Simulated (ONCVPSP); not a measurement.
# Zinc: generating and testing an ONCV potential

Do these settings give a usable potential? It is generated, then checked for transferability, scattering, ghosts and hardness.

Method: ONCVPSP 4.0.1, LDA (Perdew-Wang 92), scalar-relativistic.

## (1) The design

The settings as typed:

* element: zinc (Zn, Z = 30)
* type: optimised norm-conserving Vanderbilt (ONCV)
* frozen core: [Ar]
* valence charge: 12
* reference configuration: 3d10 4s1.75 4p0.25
* partial waves: 4s: rc 2.30 bohr, ncon 4, nbas 8, qcut 2.4 1/bohr, 1 projector; 4p: rc 3.05 bohr, ncon 3, nbas 6, qcut 2.2 1/bohr, 1 projector; 3d: rc 1.20 bohr, ncon 4, nbas 9, qcut 15.4 1/bohr, 3 projectors, debl 2.8 Ha
* local potential: polynomial inside 0.95 bohr (lpopt 5, dvloc0 -1 Ha)
* core correction: Teter function, fcfact 4.5, rcfact 1.75

## (2) Generating the potential

Zn.dat

```
# ATOM AND REFERENCE CONFIGURATION
# atsym  z   nc   nv     iexc    psfile
  Zn 30.00    5    3  -001012      upf
#
#   n    l    f
    1    0    2.00
    2    0    2.00
    2    1    6.00
    3    0    2.00
    3    1    6.00
    3    2   10.00
    4    0    1.75
    4    1    0.25
#
# PSEUDOPOTENTIAL AND OPTIMIZATION
# lmax
    2
#
#   l,   rc,      ep,       ncon, nbas, qcut
    0    2.30    0.00    4    8    2.40
    1    3.05    0.00    3    6    2.20
    2    1.20    0.00    4    9   15.40
#
# LOCAL POTENTIAL
# lloc, lpopt,  rc(5),   dvloc0
    4    5    0.95   -1.00
#
# VANDERBILT-KLEINMAN-BYLANDER PROJECTORs
# l, nproj, debl
    0    1    2.30
    1    1    2.40
    2    3    2.80
#
# MODEL CORE CHARGE
# icmod, fcfact, rcfact
    3    4.50    1.75
#
# LOG DERIVATIVE ANALYSIS
# epsh1, epsh2, depsh
   -2.00    5.00    0.02
#
# OUTPUT GRID
# rlmax, drl
    6.00    0.01
#
# TEST CONFIGURATIONS
# ncnf
    4
# nvcnf
#   n    l    f
    3
    3    2   10.00
    4    0    2.00
    4    1    0.00
#
    3
    3    2   10.00
    4    0    1.00
    4    1    0.00
#
    3
    3    2   10.00
    4    0    0.00
    4    1    0.00
#
    3
    3    2    9.00
    4    0    2.00
    4    1    0.00
#
```

On the command line:

```
$ oncvpsp.x < Zn.dat > Zn.out
```

Before running it: what results should come out? Wanted: cutoffs for 1 and 0.1 mHa per electron, occupied waves; bound ghosts; GHOST(+) flags; largest test error; largest phase difference near zero energy, channels read; rms error of d²Exc/dn², without and with the model core.

**Answer**, as computed:

| quantity | value |
| --- | --- |
| cutoffs for 1 and 0.1 mHa per electron, occupied waves | 82 Ha and 93 Ha |
| bound ghosts | s at -104.17 eV |
| GHOST(+) flags | p at 4 eV |
| largest test error (AE − PS) | -23 meV, for 3d9 4s2 4p0 (1 test unsolved) |
| largest phase difference near zero energy, channels read | 0.084 rad |
| rms error of d²Exc/dn², without and with the model core | 5.97 and 0.89 mHa |

What this shows: A bound ghost (s) makes it unfit for use: electrons can fall into a state that the atom doesn't have. By total energies transferability is good where solved: the largest error is 23 meV on 17.0 eV, for 3d9 4s2 4p0. Atomic tests can pass in spite of a ghost, since they solve only for the levels asked. Of the tests 1 gave no usable energy difference, which is a warning in itself. It counts as very hard, with 82 Ha needed at the looser tolerance. At the looser tolerance the 3d wave is the slowest; 4s needs 15 Ha. Of the channels read, p scatters worst near zero energy, by up to 0.08 rad. The program also flags highly localised states, GHOST(+) (p). All of this concerns the isolated atom, not yet a solid.
